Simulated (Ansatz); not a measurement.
LiBe in Ansatz: the effect of target pressure

The system is LiBe.

```
Be Li
1.0
     2.81115    0.00000    0.00000
     0.00000    2.81115    0.00000
     0.00000    0.00000    2.81115
Be Li
1 1
Direct
  0.50000 0.50000 0.50000
  0.00000 0.00000 0.00000
```

The cell comes from a database or a generator and needn't be the stable form of this composition.

Alike in all runs:

```yaml
Program: Ansatz 0.2.0
Task: relaxation of cell and atoms
Functional: PBE
Potentials_or_basis: Ansatz PAW
Cutoff: "420 eV (not typed: the program's choice for these potentials)"
k_mesh: 9 × 9 × 9
Occupations: fermi-dirac, width 0.05 eV
Spin: no spin polarisation
```

Each run relaxes the cell or the atoms first.

```tsv
target pressure	relaxed volume (Å³/atom)
0 GPa	11.19
2 GPa	10.76
5 GPa	?
10 GPa	9.57
20 GPa	8.62
30 GPa	7.95
```

Task: What does the run with target pressure 5 GPa give?

Result: Relaxed volume 10.24 Å³/atom.

Worked out: In Murnaghan's law V^(-B') rises as a straight line in P. The other rows fit best with B' = 3.0, V0 = 11.18 Å³/atom and B0 = 51 GPa, which gives 10.25 Å³/atom at 5 GPa, against the run's 10.24.

Caveats: the plane-wave basis is chosen anew once the cell has moved, so the energies of steps on either side of that aren't comparable; the volume moved by over 15 % at a fixed basis, so the end points are rough (some runs).
